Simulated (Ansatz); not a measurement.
**PBE/def2-SVPD (core potential) run of CH4AlIn (SMILES [CH2]1[AlH][InH]1)**

Aim: the vertical electron affinity of CH4AlIn at PBE/def2-SVPD (core potential), from 2 runs. 

The results are computed with Ansatz 0.2.0.

54 further runs of the same task are left out: 54 set aside as unsound or not needed.

### 1 The structure to begin with

CH4AlIn has 7 atoms, charge 0, and is taken as a singlet. As SMILES, `[CH2]1[AlH][InH]1`. Geometry: relaxed at PBE0-D4/def2-TZVP.

Bond lengths: C1–Al2 1.874 Å, Al2–In3 2.543 Å, C1–H4 1.102 Å, C1–H5 1.092 Å, Al2–H6 1.584 Å, In3–H7 1.731 Å. Angles: C1–Al2–In3 65.0°, C1–Al2–H6 138.7°, In3–Al2–H6 138.8°, Al2–C1–H4 120.2°, Al2–C1–H5 127.0°, Al2–In3–H7 161.6°, H4–C1–H5 107.9°.

### 2 A single-point energy at PBE/def2-SVPD (core potential)

The input, molecule.yaml:

```yaml
crystal:
  periodic: [false, false, false]
  atoms:
    - {symbol: C, position_ang: [-0.613000, 0.132400, -0.657400]}
    - {symbol: Al, position_ang: [-0.455200, 0.915100, 1.037900]}
    - {symbol: In, position_ang: [1.229300, -0.924400, 0.544100]}
    - {symbol: H, position_ang: [-0.896900, -0.927600, -0.754800]}
    - {symbol: H, position_ang: [-0.866200, 0.635300, -1.593000]}
    - {symbol: H, position_ang: [-0.487600, 2.358400, 1.689000]}
    - {symbol: H, position_ang: [2.089500, -2.189200, -0.265800]}
basis:
  gaussian: {orbitals: def2-SVPD}
hamiltonian: {xc: {name: PBE}}
accuracy: high
output: {orbitals: {seedname: orbitals}}
```

On the command line:

```console
$ ansatz run molecule.yaml --threads 1 --pin off --max-ram 3480MiB --events-out events.jsonl --progress --plain --runs-dir runs
```

Output:

```text
Warning: RAYON_NUM_THREADS=1 ignored (pool sized by the plan → 1); use --threads N
Functional definition: PBE
  name "PBE"
  parameter kappa = 0.804
  parameter beta = 0.06672455060314922
  exchange = pbe_x(kappa = kappa, mu = beta*pi^2/3)
  correlation = pbe_c(beta = beta)
2281 factors; integrals over basis functions are off by at most 3.5e-9 eV
mean field evaluation 1: about -12848.2232 eV, gradient 7.2e1 eV
mean field evaluation 2: about -12741.5835 eV, gradient 1.4e2 eV
mean field evaluation 4: about -12860.6312 eV, gradient 2.0e1 eV
mean field evaluation 8: about -12862.8206 eV, gradient 2.4e-1 eV
mean field evaluation 16: about -12862.8183 eV, gradient 3.0e-5 eV
mean field -12862.81831893 eV, -472.6998544893 hartree, gradient 5.8e-8 eV, S^2 0.000000; 0 other end points of the search recorded, 0 dependent functions left out
reference -12862.81832374 eV, -472.6998546659 hartree; 22, 22 occupied and 86, 86 virtual orbitals, 2281 factors
Total energy: -12862.81832374 eV, -472.6998546659 hartree
```

Run time: 8.4 s. Hardware: 1 thread of Arm Neoverse V2, shared host; peak memory 0.31 GiB.

### 3 The doublet anion

Edit molecule.yaml of step 2 so:

```diff
@@ -12,2 +12,4 @@
   gaussian: {orbitals: def2-SVPD}
+total_charge: -1
+magnetization: {spin_polarized: true, initial_magnetization: 1}
 hamiltonian: {xc: {name: PBE}}
```

On the command line:

```console
$ ansatz run molecule.yaml --threads 1 --pin off --max-ram 3480MiB --events-out events.jsonl --progress --plain --runs-dir runs
```

Output, cut to the lines that bear on the results:

```text
Warning: RAYON_NUM_THREADS=1 ignored (pool sized by the plan → 1); use --threads N
[... 6 set-up lines as earlier in the session ...]
2282 factors; integrals over basis functions are off by at most 3.5e-9 eV
mean field evaluation 1: about -12858.4791 eV, gradient 3.0e1 eV
mean field evaluation 2: about -12828.8744 eV, gradient 6.4e1 eV
mean field evaluation 4: about -12862.8931 eV, gradient 7.2e0 eV
mean field evaluation 8: about -12863.4949 eV, gradient 8.9e-2 eV
mean field evaluation 16: about -12863.4928 eV, gradient 1.6e-4 eV
mean field evaluation 32: about -12861.9523 eV, gradient 4.2e0 eV
mean field -12863.49276812 eV, -472.7246400398 hartree, gradient 3.5e-8 eV, S^2 0.755148; 5 other end points of the search recorded, 0 dependent functions left out
reference -12863.49277274 eV, -472.7246402097 hartree; 23, 22 occupied and 85, 86 virtual orbitals, 2282 factors
Total energy: -12863.49277274 eV, -472.7246402097 hartree
```

Run time: 19 s. Hardware: 1 thread of Arm Neoverse V2, shared host; peak memory 0.43 GiB.

### 4 What came out

At PBE/def2-SVPD (core potential):

| quantity | value |
| --- | --- |
| singlet CH4AlIn: total energy | -472.69985 Eh |
| singlet CH4AlIn: HOMO energy | -4.91 eV |
| singlet CH4AlIn: LUMO energy | -2.88 eV |
| singlet CH4AlIn: HOMO–LUMO gap | 2.03 eV |
| doublet anion: total energy | -472.72464 Eh |
| doublet anion: HOMO energy (highest over α and β) | 1.49 eV |
| doublet anion: LUMO energy (lowest over α and β) | 2.16 eV |
| doublet anion: ⟨S²⟩ | 0.755 |
| vertical electron affinity (to the doublet anion) | 0.674 eV |

At fixed nuclei the extra electron is bound by 0.67 eV (15.6 kcal/mol). The HOMO (doublet anion) lies at positive energy, 1.49 eV, as semi-local functionals often give for anions; only total energies tell whether the electron is bound.
